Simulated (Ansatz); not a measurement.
**Ni (Nickel) (111): surface energy and levels**

Program: Ansatz 0.2.0. Level of theory: DFT PBE, scalar-relativistic, plane waves, PAW. These are calculated values, not measurements.

**1. The structure to begin with**

It takes space group Fm-3m (No. 225, cubic). Conventional cell: a = 3.518 Å, b = 3.518 Å, c = 3.518 Å, α = 90.00°, β = 90.00°, γ = 90.00°. Ni (site symmetry m-3m) has 12 Ni at 2.49 Å as nearest neighbours.

Structure file:

```
Ni
1.0
     0.00000    1.75924    1.75924
     1.75924    0.00000    1.75924
     1.75924    1.75924    0.00000
Ni
1
Cartesian
  0.0000 0.0000 0.0000
```

It is the result of an earlier relaxation at this level (volume 10.89 Å³/atom; gap on the mesh: none (metal), site moments up to 0.7 μB).

**2. The bulk in the cell of the plane**

Contents of input.yaml:

```yaml
crystal:
  lattice:
    - [2.487938109, 0.0, 0.0]
    - [-1.2439690545, 2.1546176054, 0.0]
    - [1.2439690545, 0.7182058685, 2.0313929595]
  atoms:
    - { symbol: Ni, position: [0.0, 0.0, 0.0], spin: 0.75 }
basis:
  ecutwfc: 420
kpoints:
  mp_grid: { grid: [15, 15, 17] }
hamiltonian:
  xc: pbe
scf:
  occupations: { method: gaussian, width: 0.1 }
output:
  forces: true
  stress: true
  eigenvalues: true
  populations: true
magnetization:
  spin_polarized: true
```

Started as:

```bash
ansatz run input.yaml --threads 1 --pin off --max-ram 2560MiB --backend cpu --events-out ev --progress --plain --runs-dir out
```

What time and memory should one allow on 1 thread of Intel Xeon 6975P-C (Granite Rapids), shared host?

About 20 s, with a peak of 0.57 GiB.
